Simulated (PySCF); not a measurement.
# C5H4ClN: the cost of one run

Programs: PySCF 2.14.0, with routines of our own; each step states its level. All values are computed. Atoms count from 0.

### Step 1. The starting structure

11 atoms, charge 0, multiplicity 1; geometry from: GFN2-xTB.

### Step 2. Optimising the geometry at B3LYP/def2-SVP

Job settings and geometry (Å):

```
{"job": {"xc": "B3LYP", "basis": "def2-SVP", "grid": 1, "kind": "geom"}, "charge": 0, "multiplicity": 1}
Cl    -0.443010     2.808147     0.160260
C     -0.173921     1.105033     0.061303
C     -1.248490     0.230795    -0.000421
C     -0.968018    -1.125383    -0.079094
N      0.256222    -1.619852    -0.095890
C      1.269114    -0.774931    -0.035907
C      1.117993     0.601557     0.043789
H     -2.263095     0.593625     0.012038
H     -1.767788    -1.851697    -0.130537
H      2.254214    -1.221296    -0.051457
H      1.972204     1.256671     0.089953
```

On the command line:

```sh
OMP_NUM_THREADS=1 python excited_run.py task.json out
```

This one command runs all jobs of the session in turn.

Q: Estimate the wall time and peak memory of this first job on 1 thread of Arm Neoverse V1, shared host.

About 21 s, with a peak of 0.56 GiB.
